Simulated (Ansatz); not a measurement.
A nudged elastic band was laid between two geometries of a periodic cell of 17 atoms, Si (host Si, host structure diamond, interstitial Si).

All numbers below come from DFT PBE, scalar-relativistic, plane waves, PAW (Ansatz 0.2.0). Settings: cutoff 420 eV, k mesh 2x2x2, gaussian smearing 0.05 eV, no spin polarisation.

```json
{"movable images": "5", "climbing image": "yes", "spring": "2.0 to 10.0 eV/Å², energy-weighted", "optimiser": "quadratic models (default)", "start path": "IDPP", "force threshold": "0.05 eV/Å", "iteration limit": "43", "end points": "relaxed"}
```

First end point:

```xyz
17
Lattice="0.0000 5.4300 5.4300 5.4300 0.0000 5.4300 5.4300 5.4300 0.0000" Properties=species:S:1:pos:R:3
Si -0.036 0.001 0.001
Si 1.330 1.382 1.384
Si 2.712 2.748 0.002
Si 4.075 4.068 1.362
Si 2.713 0.001 2.749
Si 4.076 1.363 4.068
Si 5.430 2.715 2.715
Si 6.783 4.069 4.069
Si -0.006 2.714 2.718
Si 1.331 4.048 4.049
Si 2.713 5.428 2.682
Si 4.092 6.808 4.053
Si 2.714 2.682 5.430
Si 4.094 4.050 6.811
Si 5.463 5.429 5.431
Si 6.783 6.791 6.791
Si 2.709 5.429 5.433
```

Last end point:

```xyz
17
Lattice="0.0000 5.4300 5.4300 5.4300 0.0000 5.4300 5.4300 5.4300 0.0000" Properties=species:S:1:pos:R:3
Si 0.005 0.005 0.004
Si 1.358 1.357 1.359
Si 2.710 2.711 0.004
Si 4.071 4.074 1.322
Si 2.712 0.003 2.712
Si 4.074 1.324 4.071
Si 5.454 2.691 2.689
Si 6.821 4.071 4.071
Si 0.004 2.711 2.711
Si 1.324 4.075 4.070
Si 2.687 5.457 2.686
Si 4.069 6.821 4.070
Si 2.694 2.694 5.450
Si 4.072 4.072 6.821
Si 5.449 5.450 5.449
Si 6.784 6.789 6.779
Si 4.069 4.074 4.064
```

(1) What changes between the two ends?

(2) Give the energies along the band, and the barrier.

(3) What is the geometry of the highest image?

Results:

(1) Contacts lost: Si2–Si17. Contacts made: Si7–Si17. The atom that moves furthest is Si17, by 2.36 Å.

(2) The run converged. The highest image is number 3 of 0 to 6, 0.31 eV above the ends, which have the same energy within 2 meV. By the program's own check the climbing image is of a kind that is not told: the force calls were inconclusive, a negative curvature could not be distinguished from the path's own, the only one lies far off the path, or fixed occupations may fill a level only in part (lowest curvatures found: -0.25 and 0.17 eV/Å²). Limits of this set-up: coarse k mesh.

```
image  path coordinate (Å)  energy (eV)  Si2–Si17 (Å)  Si7–Si17 (Å)
    0                 0.00         0.00          2.39          4.70
    1                 0.71         0.17          2.48          4.12
    2                 1.21         0.29          2.69          3.66
    3                 1.67         0.31          3.14          3.18
    4                 2.14         0.29          3.63          2.72
    5                 2.64         0.18          4.11          2.48
    6                 3.35         0.00          4.70          2.39
```

(3) 
```xyz
17
Lattice="0.0000 5.4300 5.4300 5.4300 0.0000 5.4300 5.4300 5.4300 0.0000" Properties=species:S:1:pos:R:3:forces:R:3
Si -0.025 -0.065 -0.066 0.00 0.00 0.00
Si 1.570 1.141 1.140 0.01 0.00 0.00
Si 2.777 2.737 -0.065 0.00 0.00 0.00
Si 4.006 4.137 1.338 0.00 0.00 0.00
Si 2.777 -0.064 2.736 0.00 0.00 0.00
Si 4.007 1.338 4.135 0.00 0.00 0.00
Si 5.219 2.924 2.923 0.00 0.00 0.01
Si 6.805 4.136 4.136 0.00 0.00 0.00
Si 0.202 2.513 2.511 0.00 0.00 0.00
Si 1.252 3.982 3.984 0.00 0.00 -0.01
Si 2.629 5.522 2.613 -0.01 -0.01 0.00
Si 4.162 6.895 3.985 -0.01 0.00 0.00
Si 2.629 2.613 5.521 0.00 0.00 -0.02
Si 4.160 3.984 6.892 0.00 0.00 0.01
Si 5.527 5.517 5.516 0.01 0.00 0.00
Si 6.587 6.985 6.985 0.00 0.00 0.00
Si 3.383 4.758 4.756 0.01 0.00 0.01
```

Run time: 6.1 min on 1 thread of Arm Neoverse V2, on a shared host, peak memory 0.82 GiB.
